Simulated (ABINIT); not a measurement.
Runs of ABINIT 10.8.3 (patched build) on Ti3Se. It takes space group P-6m2 (No. 187, hexagonal). Conventional cell: a = 3.197 Å, b = 3.197 Å, c = 7.943 Å, α = 90.00°, β = 90.00°, γ = 120.00°. Se (site symmetry -6m2) is surrounded by 6 Ti at 2.58 Å. Ti (site symmetry -6m2) is surrounded by 12 Ti at 2.85 to 3.20 Å. Ti (site symmetry 3m) has 3 Se at 2.58 Å and 3 Ti at 2.85 Å as nearest neighbours. The cell comes from a database or a generator and needn't be the stable form of this composition.

| task | level | potentials or basis | cell | k mesh | cutoff (eV) | fine-grid cutoff | cell freedom (optcell) | cutoff smearing ecutsm (Ha) | optimiser (ionmov) | force stop (Ha/bohr) | gap on the mesh (eV) | pressure (GPa) | relaxed volume (Å³/atom) | largest force (eV/Å) |
| --- | --- | --- | --- | --- | --- | --- | --- | --- | --- | --- | --- | --- | --- | --- |
| band structure | PBEsol | JTH PAW PBE v2.0 | as given | 10 × 10 × 4 | 408 | 816.342 eV | - | - | - | - | none | -4.1 | - | 0.07 |
| band structure | r2SCAN | JTH PAW PBE v2.0 | as given | 10 × 10 × 4 | 490 | 979.61 eV | - | - | - | - | none | - | - | 0.07 |
| band structure | LDA | JTH PAW LDA v2.0 | as given | 10 × 10 × 4 | 408 | 816.342 eV | - | - | - | - | none | (b) | - | 0.09 |
| band structure | TB-mBJ | JTH PAW LDA v2.0 | as given | 8 × 8 × 3 | 490 | 979.61 eV | - | - | - | - | none | - | - | - |
| relaxation of cell and atoms | LDA | JTH PAW LDA v2.0 | relaxed | 10 × 10 × 4 | 408 | 816.342 eV | 2 | 0.5 | 2 | 0.0005 | none | -0.1 | 16.44 | - |
| band structure | PBE | JTH PAW PBE v2.0 | as given | 10 × 10 × 4 | 408 | 816.342 eV | - | - | - | - | none | 0.4 | - | 0.04 |
| relaxation of cell and atoms | PBEsol | JTH PAW PBE v2.0 | relaxed | 10 × 10 × 4 | 408 | 816.342 eV | 2 | 0.5 | 2 | 0.0005 | none | -0.1 | (a) | - |

Alike in all rows: no spin polarisation; smearing fermi-dirac 0.05 eV.

Problem. Fill in the values left out.

Solution. (a) 16.96; (b) -7.6.

Caveats: the PAW data sets were made with another functional, which shifts forces and pressure a little (some runs); the constant c of TB-mBJ comes from the pseudo density here, which moves gaps by up to 0.3 eV between sets of potentials (some runs).

A k mesh can miss the band edges, and the runs leave out spin-orbit coupling on Se.

A gap of «none» marks a metal or a gap under the smearing width.

Not every run made on this cell is shown here.
